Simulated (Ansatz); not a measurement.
**CH5ClSn: molecular dynamics**

The plan is to follow the molecule's vibrations and see whether its bonds hold. The start is relaxed first. Runs: 40 steps of 2 fs under a Nosé-Hoover thermostat at 500 K. SMILES of the start: [CH3][SnH2][Cl].

All numbers below are computed with Ansatz 0.2.0 (RKS revPBE-D4/def2-SVP).

## 1. The system as given

Bond lengths: Sn1–Cl2 2.410 Å, Sn1–H3 1.740 Å, Sn1–H4 1.739 Å, Sn1–C5 2.148 Å, C5–H6 1.110 Å, C5–H7 1.110 Å, C5–H8 1.110 Å. Angles: Cl2–Sn1–H3 109.4°, Cl2–Sn1–H4 109.5°, Cl2–Sn1–C5 109.5°, H3–Sn1–H4 109.5°, H3–Sn1–C5 109.5°, H4–Sn1–C5 109.5°, Sn1–C5–H6 109.5°, Sn1–C5–H7 109.5°, Sn1–C5–H8 109.5°, H6–C5–H7 109.4°, H6–C5–H8 109.4°, H7–C5–H8 109.4°.

Coordinates:

```xyz
8

Sn    0.0000    0.0000    0.0000
Cl    0.0000    0.0000    2.4100
H     1.6408    0.0000   -0.5794
H    -0.8195    1.4198   -0.5794
C    -1.0126   -1.7544   -0.7160
H    -1.5123   -2.2661    0.1329
H    -1.7727   -1.4617   -1.4701
H    -0.2768   -2.4431   -1.1811
```

## 2. Relaxing the start

input.yaml

```yaml
crystal:
  periodic: [false, false, false]
  atoms:
    - { symbol: Sn, position_ang: [0.0, 0.0, 0.0] }
    - { symbol: Cl, position_ang: [0.0, 0.0, 2.41] }
    - { symbol: H, position_ang: [1.6408, 0.0, -0.5794] }
    - { symbol: H, position_ang: [-0.8195, 1.4198, -0.5794] }
    - { symbol: C, position_ang: [-1.0126, -1.7544, -0.716] }
    - { symbol: H, position_ang: [-1.5123, -2.2661, 0.1329] }
    - { symbol: H, position_ang: [-1.7727, -1.4617, -1.4701] }
    - { symbol: H, position_ang: [-0.2768, -2.4431, -1.1811] }
basis:
  gaussian: { orbitals: def2-SVP }
hamiltonian:
  xc: revpbe
  dispersion: d4
relax:
  f_tol: 0.02
  max_steps: 40
output:
  orbitals: {}
```

The run is started by

```sh
$ ansatz run input.yaml --threads 2 --pin off --max-ram 3072MiB --backend cpu --events-out ev --progress --plain --runs-dir out
```

Further steps of the session: Dynamics.

What does the calculation give? Wanted: relaxation of the start; temperature, first and last step; temperature, second half; potential energy, second half; largest change of the conserved energy; bonds formed or broken.

The runs gave:

| quantity | value |
| --- | --- |
| relaxation of the start | 3 moves, 0.042 eV lower |
| length | 40 steps of 2 fs |
| temperature, first and last step | 500 and 180 K |
| temperature, second half | mean 235 K, from 119 to 393 K |
| potential energy, second half | +32 meV/atom from the start |
| largest change of the conserved energy | 4.44 meV/atom |
| bonds formed or broken | 0 |

In words: Against a set 500 K the second half averages 235 K, going from 356 to 180 K over that half; 32 meV/atom has gone into potential energy, and a thermostat that acts over some 100 fs has not made it up in 80 fs. The conserved energy strays from its start by at most 4.44 meV/atom, 18 % of the mean kinetic energy, which is poor: the step of 2 fs is too long for the fastest motion. The bonds all hold. 80 fs on 8 atoms is far too short and small for converged averages. The nuclei move classically, without zero-point motion, which matters most for hydrogen.
